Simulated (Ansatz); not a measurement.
# CH7F2NSi2: vertical ionisation energy

Aim: the vertical ionisation energy of CH7F2NSi2, as cation minus neutral at the neutral's geometry, on several levels, and how well −ε(HOMO) stands in for it.

Program: Ansatz 0.2.0, Gaussian basis. Level of theory: unrestricted cation, the program's frozen cores in correlated methods. These are calculated values, not measurements.

Levels to be run: UKS PBE-D4/def2-TZVPP; UKS r2SCAN-D4/def2-TZVPP; UKS PBE0-D4/def2-TZVPP; UKS B3LYP-D4/def2-TZVPP; UKS wB97X-V/def2-TZVPP; UKS wB97M-V/def2-TZVPP; UKS B2PLYP/def2-TZVPP; UHF-CCSD(T)/def2-TZVPP; UHF-MP2/def2-QZVPP; extrapolation to the limit; then −ε(HOMO) from the neutral's earlier runs with LDA (SPW92), PBE-D4, revPBE-D4, BLYP-D4, r2SCAN-D4, B97M-V, PBE0-D4, B3LYP-D4, r2SCANh-D4, r2SCAN0-D4, HSE06-D4, BHLYP-D4, CAM-B3LYP-D4, LC-ωPBE, ωB97X-V, ωB97M-V.

## 1. Structure used throughout

An earlier PBE0-D4 in a triple-zeta def2 set relaxation fixed the geometry.

13 atoms, charge 0, spin multiplicity 1.

Atoms are counted from 1 here; the program's logs count them from 0.

Bond lengths: C1–Si2 1.850 Å, C1–H7 1.092 Å, C1–H8 1.094 Å, C1–H9 1.092 Å, Si2–F3 1.603 Å, Si2–N4 1.719 Å, Si2–H10 1.481 Å, N4–Si5 1.710 Å, N4–H11 1.012 Å, Si5–F6 1.601 Å, Si5–H12 1.480 Å, Si5–H13 1.478 Å. Angles: Si2–C1–H7 110.7°, Si2–C1–H8 110.9°, Si2–C1–H9 110.8°, H7–C1–H8 108.2°, H7–C1–H9 108.4°, H8–C1–H9 107.7°, C1–Si2–F3 107.1°, C1–Si2–N4 111.6°, C1–Si2–H10 114.1°, F3–Si2–N4 110.3°, F3–Si2–H10 106.7°, N4–Si2–H10 106.9°, Si2–N4–Si5 128.0°, Si2–N4–H11 116.2°, Si5–N4–H11 115.8°, N4–Si5–F6 111.7°, N4–Si5–H12 110.0°, N4–Si5–H13 108.6° and more.

## 2. Cation, UKS PBE-D4/def2-TZVPP

File in.yaml:

```yaml
crystal:
  periodic: [false, false, false]
  atoms:
    - {symbol: C, position_ang: [-0.544271, -1.754905, 1.285397]}
    - {symbol: Si, position_ang: [0.604601, -0.698045, 0.292527]}
    - {symbol: F, position_ang: [1.531969, -1.686713, -0.563971]}
    - {symbol: N, position_ang: [-0.253887, 0.365200, -0.749707]}
    - {symbol: Si, position_ang: [0.100736, 1.998151, -1.111330]}
    - {symbol: F, position_ang: [-0.751646, 3.004011, -0.203371]}
    - {symbol: H, position_ang: [-1.167464, -1.139312, 1.938012]}
    - {symbol: H, position_ang: [-1.202050, -2.336102, 0.633111]}
    - {symbol: H, position_ang: [0.015379, -2.458628, 1.905631]}
    - {symbol: H, position_ang: [1.513799, 0.138883, 1.107978]}
    - {symbol: H, position_ang: [-1.078531, -0.015848, -1.194642]}
    - {symbol: H, position_ang: [-0.274832, 2.300101, -2.510553]}
    - {symbol: H, position_ang: [1.526499, 2.248507, -0.814182]}
basis:
  gaussian: {orbitals: def2-TZVPP}
total_charge: 1
magnetization: {spin_polarized: true, initial_magnetization: 1}
hamiltonian: {xc: pbe, dispersion: d4}
```

On the command line:

```console
> ansatz run in.yaml --threads 2 --pin off --events-out ev --progress --plain --max-ram 32768MiB --backend cuda --devices 0, --max-vram 18GiB
```

The program printed:

```text
Functional definition: PBE
  name "PBE"
  cite "Perdew, Burke & Ernzerhof, Phys. Rev. Lett. 77, 3865 (1996) doi:10.1103/PhysRevLett.77.3865"
  parent pbe
  parameter kappa = 0.804
  parameter beta = 0.06672455060314922
  exchange = pbe_x(kappa = kappa, mu = beta*pi^2/3)
  correlation = pbe_c(beta = beta)
1636 factors; their error is unknown
mean field evaluation 1: about -23781.1253 eV, gradient 9.2e1 eV
mean field evaluation 2: about -23578.6432 eV, gradient 2.1e2 eV
mean field evaluation 4: about -23805.4124 eV, gradient 4.0e1 eV
mean field evaluation 8: about -23812.6061 eV, gradient 7.1e0 eV
mean field evaluation 16: about -23812.8770 eV, gradient 1.2e-1 eV
mean field evaluation 32: about -23810.9454 eV, gradient 1.2e1 eV
mean field -23812.83490238 eV, -875.1055417432 hartree, gradient 2.7e-5 eV, S^2 0.752648; 6 other end points of the search recorded, 0 dependent functions left out
reference -23812.83494958 eV, -875.1055434777 hartree; 33, 32 occupied and 273, 274 virtual orbitals, 1636 factors
Total energy: -23813.09665962 eV, -875.1151611444 hartree
```

Run time: 9 s. Hardware: 1 × H100 (card shared with other runs) with 2 threads of AMD EPYC 7R13, shared host; peak host memory 0.89 GiB.

The neutral molecule at this level: -23823.2583 eV. Difference: 10.162 eV. ⟨S²⟩ = 0.753.

## 3. Cation, UKS r2SCAN-D4/def2-TZVPP

Edit in.yaml of step 2 so:

```diff
@@ -20,2 +20,2 @@
 magnetization: {spin_polarized: true, initial_magnetization: 1}
-hamiltonian: {xc: pbe, dispersion: d4}
+hamiltonian: {xc: r2scan, dispersion: d4}
```

Launched as before.

The program printed, cut to the lines that bear on the results:

```text
Functional definition: r2SCAN
  name "r2SCAN"
  cite "Furness, Kaplan, Ning, Perdew & Sun, J. Phys. Chem. Lett. 11, 8208 (2020) doi:10.1021/acs.jpclett.0c02405"
  cite "Furness, Kaplan, Ning, Perdew & Sun, J. Phys. Chem. Lett. 11, 9248 (2020) doi:10.1021/acs.jpclett.0c03077"
  parent r2scan
[...]
1636 factors; their error is unknown
[...]
mean field -23824.57184694 eV, -875.5368665003 hartree, gradient 2.1e-5 eV, S^2 0.757197; 6 other end points of the search recorded, 0 dependent functions left out
reference -23824.57186265 eV, -875.5368670777 hartree; 33, 32 occupied and 273, 274 virtual orbitals, 1636 factors
Total energy: -23824.63733124 eV, -875.5392730039 hartree
```

Wall time 15 s (1 × H100 (card shared with other runs) with 2 threads of AMD EPYC 7R13, shared host); peak host memory 0.97 GiB.

The neutral molecule at this level: -23834.9854 eV. Difference: 10.348 eV. ⟨S²⟩ = 0.757.

## 4. Cation, UKS PBE0-D4/def2-TZVPP

Edit in.yaml of step 3 so:

```diff
@@ -20,2 +20,2 @@
 magnetization: {spin_polarized: true, initial_magnetization: 1}
-hamiltonian: {xc: r2scan, dispersion: d4}
+hamiltonian: {xc: pbe0, dispersion: d4}
```

Launched as before.

The program printed:

```text
Functional definition: PBE0
  name "PBE0"
  cite "Adamo & Barone, J. Chem. Phys. 110, 6158 (1999) doi:10.1063/1.478522"
  cite "Perdew, Burke & Ernzerhof, Phys. Rev. Lett. 77, 3865 (1996) doi:10.1103/PhysRevLett.77.3865"
  parent pbe
  parameter a = 0.25
  parameter kappa = 0.804
  parameter beta = 0.06672455060314922
  exchange = (1 - a)*pbe_x(kappa = kappa, mu = beta*pi^2/3) + a*exact_x
  correlation = pbe_c(beta = beta)
1642 factors; their error is unknown
mean field evaluation 1: about -23791.8202 eV, gradient 7.7e1 eV
mean field evaluation 2: about -23740.3560 eV, gradient 1.3e2 eV
mean field evaluation 4: about -23811.5705 eV, gradient 1.9e1 eV
mean field evaluation 8: about -23814.2840 eV, gradient 3.0e0 eV
mean field evaluation 16: about -23814.4481 eV, gradient 2.3e-1 eV
mean field evaluation 32: about -23813.5330 eV, gradient 1.1e1 eV
mean field -23814.44822011 eV, -875.1648300763 hartree, gradient 3.4e-5 eV, S^2 0.757377; 4 other end points of the search recorded, 0 dependent functions left out
reference -23814.44825512 eV, -875.1648313628 hartree; 33, 32 occupied and 273, 274 virtual orbitals, 1642 factors
Total energy: -23814.67049843 eV, -875.1729986538 hartree
```

Wall time 9 s (1 × H100 (card shared with other runs) with 2 threads of AMD EPYC 7R13, shared host); peak host memory 0.89 GiB.

Less the neutral's -23825.2370 eV (earlier run), this gives 10.567 eV. ⟨S²⟩ = 0.757.

## 5. Cation, UKS B3LYP-D4/def2-TZVPP

Edit in.yaml of step 4 so:

```diff
@@ -20,2 +20,2 @@
 magnetization: {spin_polarized: true, initial_magnetization: 1}
-hamiltonian: {xc: pbe0, dispersion: d4}
+hamiltonian: {xc: {name: B3LYP}, dispersion: d4}
```

Launched as before.

The program printed, cut to the lines that bear on the results:

```text
Functional definition: B3LYP
  name "B3LYP"
  cite "Stephens, Devlin, Chabalowski & Frisch, J. Phys. Chem. 98, 11623 (1994) doi:10.1021/j100096a001"
  cite "Becke, Phys. Rev. A 38, 3098 (1988) doi:10.1103/PhysRevA.38.3098"
  cite "Lee, Yang & Parr, Phys. Rev. B 37, 785 (1988) doi:10.1103/PhysRevB.37.785"
  cite "Vosko, Wilk & Nusair, Can. J. Phys. 58, 1200 (1980) doi:10.1139/p80-159"
[...]
1642 factors; their error is unknown
[...]
mean field -23830.81933276 eV, -875.7664573696 hartree, gradient 3.4e-5 eV, S^2 0.756468; 6 other end points of the search recorded, 0 dependent functions left out
reference -23830.81963063 eV, -875.7664683159 hartree; 33, 32 occupied and 273, 274 virtual orbitals, 1642 factors
Total energy: -23831.24128899 eV, -875.7819639748 hartree
```

Run time: 7.5 s. Hardware: 1 × H100 (card shared with other runs) with 2 threads of AMD EPYC 7R13, shared host; peak host memory 0.9 GiB.

The neutral molecule at this level: -23841.8274 eV. Difference: 10.586 eV. ⟨S²⟩ = 0.756.

## 6. Cation, UKS wB97X-V/def2-TZVPP

Edit in.yaml of step 5 so:

```diff
@@ -20,2 +20,2 @@
 magnetization: {spin_polarized: true, initial_magnetization: 1}
-hamiltonian: {xc: {name: B3LYP}, dispersion: d4}
+hamiltonian: {xc: {name: wB97X-V}}
```

Launched as before.

The program printed, cut to the lines that bear on the results:

```text
Functional definition: wB97X-V
  name "wB97X-V"
  cite "Mardirossian & Head-Gordon, Phys. Chem. Chem. Phys. 16, 9904 (2014) doi:10.1039/C3CP54374A"
  cite "Becke, J. Chem. Phys. 107, 8554 (1997) doi:10.1063/1.475007"
  cite "Vydrov & Van Voorhis, J. Chem. Phys. 133, 244103 (2010) doi:10.1063/1.3521275"
[...]
      + integral(e_c_pw_opposite_spin*poly(b97_u_opposite, cos0, cos1)) + vv10(b, c)
1642 factors; their error is unknown
374 factors; integrals over basis functions are off by at most 1.0e-5 eV
[...]
mean field -23824.21885212 eV, -875.5238941798 hartree, gradient 4.6e-5 eV, S^2 0.755080; 4 other end points of the search recorded, 0 dependent functions left out
reference -23824.21884984 eV, -875.5238940962 hartree; 33, 32 occupied and 273, 274 virtual orbitals, 1642 factors
Total energy: -23824.21884984 eV, -875.5238940962 hartree
```

It took 13 s on 1 × H100 (card shared with other runs) with 2 threads of AMD EPYC 7R13, shared host; peak host memory 1 GiB.

Less the neutral's -23834.9932 eV (earlier run), this gives 10.774 eV. ⟨S²⟩ = 0.755.

## 7. Cation, UKS wB97M-V/def2-TZVPP

Edit in.yaml of step 6 so:

```diff
@@ -20,2 +20,2 @@
 magnetization: {spin_polarized: true, initial_magnetization: 1}
-hamiltonian: {xc: {name: wB97X-V}}
+hamiltonian: {xc: {name: wB97M-V}}
```

Same command.

The program printed, cut to the lines that bear on the results:

```text
Functional definition: wB97M-V
  name "wB97M-V"
  cite "Mardirossian & Head-Gordon, J. Chem. Phys. 144, 214110 (2016) doi:10.1063/1.4952647"
  cite "Becke, J. Chem. Phys. 107, 8554 (1997) doi:10.1063/1.475007"
  cite "Vydrov & Van Voorhis, J. Chem. Phys. 133, 244103 (2010) doi:10.1063/1.3521275"
  # Of w^i u^j: cxij and so on, Table III.
[...]
  gx(w, u) = 1 - cx + cx01*u + cx10*w
  gss(w, u) = css00 + css04*u^4 + css10*w + css20*w^2 + css43*w^4*u^3
  gos(w, u) = cos00 + cos10*w + (cos20 + cos21*u)*w^2 + (cos60 + cos61*u)*w^6
[...]
      + integral(e_c_pw_mod_opposite_spin*gos(b97_w_opposite, b97_u_opposite)) + vv10(b, c)
1642 factors; their error is unknown
374 factors; integrals over basis functions are off by at most 1.0e-5 eV
[...]
mean field -23825.60711919 eV, -875.5749120535 hartree, gradient 2.6e-5 eV, S^2 0.755016; 4 other end points of the search recorded, 0 dependent functions left out
reference -23825.60717457 eV, -875.5749140890 hartree; 33, 32 occupied and 273, 274 virtual orbitals, 1642 factors
Total energy: -23825.60717457 eV, -875.5749140890 hartree
```

It took 13 s on 1 × H100 (card shared with other runs) with 2 threads of AMD EPYC 7R13, shared host; peak host memory 1.1 GiB.

Less the neutral's -23836.3828 eV (earlier run), this gives 10.776 eV. ⟨S²⟩ = 0.755.

## 8. Cation, UKS B2PLYP (frozen core)/def2-TZVPP

Edit in.yaml of step 7 so:

```diff
@@ -20,2 +20,2 @@
 magnetization: {spin_polarized: true, initial_magnetization: 1}
-hamiltonian: {xc: {name: wB97M-V}}
+hamiltonian: {xc: {name: B2PLYP}}
```

Same command.

The program printed, cut to the lines that bear on the results:

```text
Functional definition: B2PLYP
  name "B2PLYP"
  cite "Grimme, J. Chem. Phys. 124, 034108 (2006) doi:10.1063/1.2148954"
  cite "Becke, Phys. Rev. A 38, 3098 (1988) doi:10.1103/PhysRevA.38.3098"
  cite "Lee, Yang & Parr, Phys. Rev. B 37, 785 (1988) doi:10.1103/PhysRevB.37.785"
[...]
1807 factors; integrals over basis functions are off by at most 9.9e-4 eV
[...]
mean field -23808.34651067 eV, -874.9405963902 hartree, gradient 7.9e-6 eV, S^2 0.756283; 2 other end points of the search recorded, 0 dependent functions left out
14 core orbitals not correlated: weight in the atoms' cores, before any rotation towards them, 1.000 or more for the frozen orbitals, at most 0.000 for the correlated occupied ones
reference -23808.34669939 eV, -874.9406033255 hartree; 19, 18 occupied and 273, 274 virtual orbitals, 1807 factors
second order -35.10741104 eV of doubles, -0.00000000 eV of singles
Total energy: -23817.82570037 eV, -875.2889501864 hartree
```

Run time: 9 s. Hardware: 1 × H100 (card shared with other runs) with 2 threads of AMD EPYC 7R13, shared host; peak host memory 1.4 GiB.

The neutral molecule at this level: -23828.5404 eV. Difference: 10.715 eV. ⟨S²⟩ = 0.756.

## 9. Cation, UHF-CCSD(T)/def2-TZVPP

Edit in.yaml of step 8 so:

```diff
@@ -20,2 +20,3 @@
 magnetization: {spin_polarized: true, initial_magnetization: 1}
-hamiltonian: {xc: {name: B2PLYP}}
+correlation: {method: ccsd_t}
+scf: {omitted_lower_state_checks: [cluster_reference]}
```

Launched as before.

The program printed, cut to the lines that bear on the results:

```text
Functional definition: HF
  name "HF"
  cite "Fock, Z. Phys. 61, 126 (1930) doi:10.1007/BF01340294"
  parent pbe
[...]
1807 factors; integrals over basis functions are off by at most 9.9e-4 eV
[...]
mean field -23760.10696082 eV, -873.1678256313 hartree, gradient 2.0e-6 eV, S^2 0.758483; 4 other end points of the search recorded, 0 dependent functions left out
14 core orbitals not correlated: weight in the atoms' cores, before any rotation towards them, 1.000 or more for the frozen orbitals, at most 0.000 for the correlated occupied ones
reference -23760.10696082 eV, -873.1678256313 hartree; 19, 18 occupied and 273, 274 virtual orbitals, 1807 factors
second order -29.14079892 eV of doubles, -0.00000000 eV of singles
cycle   1  -29.77569006 eV  change   -6.3e-1 eV  update   1.2e-1
[...]
cycle  17  -30.62292511 eV  change    6.8e-6 eV  update   2.3e-5
perturbative correction -0.97573968 eV, -0.0358577719 hartree
Total energy: -23791.70562562 eV, -874.3290551441 hartree
Checks for a lower state left out: cluster_reference
```

It took 31 s on 1 × H100 (card shared with other runs) with 2 threads of AMD EPYC 7R13, shared host; peak host memory 1.3 GiB.

Less the neutral's -23802.5021 eV (earlier run), this gives 10.796 eV. ⟨S²⟩ = 0.758. T1 = 0.020 (report).

## 10. Cation, UHF-MP2/def2-QZVPP

Edit in.yaml of step 9 so:

```diff
@@ -17,6 +17,6 @@
 basis:
-  gaussian: {orbitals: def2-TZVPP}
+  gaussian: {orbitals: "def2-QZVPP.json"}
 total_charge: 1
 magnetization: {spin_polarized: true, initial_magnetization: 1}
-correlation: {method: ccsd_t}
+correlation: {method: mp2}
 scf: {omitted_lower_state_checks: [cluster_reference]}
```

Launched as before.

The program printed, cut to the lines that bear on the results:

```text
Functional definition: HF
  name "HF"
  cite "Fock, Z. Phys. 61, 126 (1930) doi:10.1007/BF01340294"
  parent pbe
[...]
3440 factors; integrals over basis functions are off by at most 6.9e-4 eV
[...]
mean field -23761.02393345 eV, -873.2015237539 hartree, gradient 2.2e-6 eV, S^2 0.758538; 4 other end points of the search recorded, 0 dependent functions left out
14 core orbitals not correlated: weight in the atoms' cores, before any rotation towards them, 1.000 or more for the frozen orbitals, at most 0.000 for the correlated occupied ones
reference -23761.02393345 eV, -873.2015237539 hartree; 19, 18 occupied and 545, 546 virtual orbitals, 3440 factors
second order -31.61734890 eV of doubles, -0.00000000 eV of singles
Total energy: -23792.64128235 eV, -874.3634398949 hartree
Checks for a lower state left out: cluster_reference
```

Run time: 34 s. Hardware: 1 × H100 (card shared with other runs) with 2 threads of AMD EPYC 7R13, shared host; peak host memory 1.3 GiB.

The neutral molecule at this level: -23803.7545 eV. Difference: 11.113 eV. ⟨S²⟩ = 0.759.

## 11. The basis-set limit

No new run: Hartree-Fock is extrapolated as exp(−7.88√X) and correlation as X^−2.97, with X = 3 and 4; only MP2 was run in the larger set, so CCSD(T) minus MP2 is added from the smaller one.

```
  level  energy at the limit (eV)
     HF               -23761.1502
    MP2               -23794.6021
   CCSD               -23796.0842
CCSD(T)               -23797.0599
```

The neutral's limit, from its own earlier runs, is -23808.0172 eV in the additive form (MP2 limit plus CCSD(T) minus MP2 in triple zeta), in which the cation has -23797.0599 eV.

## 12. Ionisation energies side by side

Differences are taken before rounding.

```
            method  ionisation energy (eV)  from CCSD(T)/CBS (eV)  time
            PBE-D4                   10.16                  -0.80  17 s
         r2SCAN-D4                   10.35                  -0.61  22 s
           PBE0-D4                   10.57                  -0.39  17 s
          B3LYP-D4                   10.59                  -0.37  12 s
           ωB97X-V                   10.77                  -0.18  16 s
           ωB97M-V                   10.78                  -0.18  19 s
            B2PLYP                   10.71                  -0.24  15 s
     HF/def2-TZVPP                    9.49                  -1.46      
    MP2/def2-TZVPP                   11.02                  +0.07      
   CCSD/def2-TZVPP                   10.73                  -0.23      
CCSD(T)/def2-TZVPP                   10.80                  -0.16  43 s
       CCSD(T)/CBS                   10.96                      0  84 s
```

Among the levels timed on like hardware and quicker than the yardstick, those that no quicker one beats, quickest first: B3LYP-D4 (12 s, -0.37 eV); B2PLYP (15 s, -0.24 eV); ωB97X-V (16 s, -0.18 eV); ωB97M-V (19 s, -0.18 eV); CCSD(T)/def2-TZVPP (43 s, -0.16 eV). Runs this short are mostly start-up, so their order is noise.

Times add the cation's run and the neutral's; HF, MP2 and CCSD come out of the CCSD(T) runs.

Orbital estimates, from the neutral's runs:

```
  functional  −ε(HOMO) (eV)  by energy difference (eV)
 LDA (SPW92)           7.32                           
      PBE-D4           7.13                      10.16
   revPBE-D4           7.06                           
     BLYP-D4           6.98                           
   r2SCAN-D4           7.44                      10.35
      B97M-V           7.56                           
     PBE0-D4           8.56                      10.57
    B3LYP-D4           8.29                      10.59
  r2SCANh-D4           7.98                           
  r2SCAN0-D4           8.78                           
    HSE06-D4           8.15                           
    BHLYP-D4           9.88                           
CAM-B3LYP-D4           9.98                           
     LC-ωPBE          11.40                           
     ωB97X-V          11.02                      10.77
     ωB97M-V          10.92                      10.78
```

## 13. What came out

| quantity | value |
| --- | --- |
| ionisation energy, CCSD(T)/CBS | 10.96 eV |
| nearest functional by difference | ωB97M-V (-0.18 eV) |
| nearest −ε(HOMO) | ωB97M-V (-0.03 eV) |
| −ε(HOMO) of PBE | 7.13 eV |
| T1 of the cation | 0.020 |

In words: Energy differences with functionals land within 0.80 eV of the reference. The PBE orbital energy is 3.8 eV too small: a semilocal HOMO is no ionisation energy. Among orbital estimates ωB97M-V comes nearest. Hartree-Fock falls 1.46 eV short, as the neutral has more correlation energy than the cation.

CCSD(T)/def2-TZVPP reaches 0.16 eV from the reference in 43 s, where CCSD(T)/CBS took 84 s.
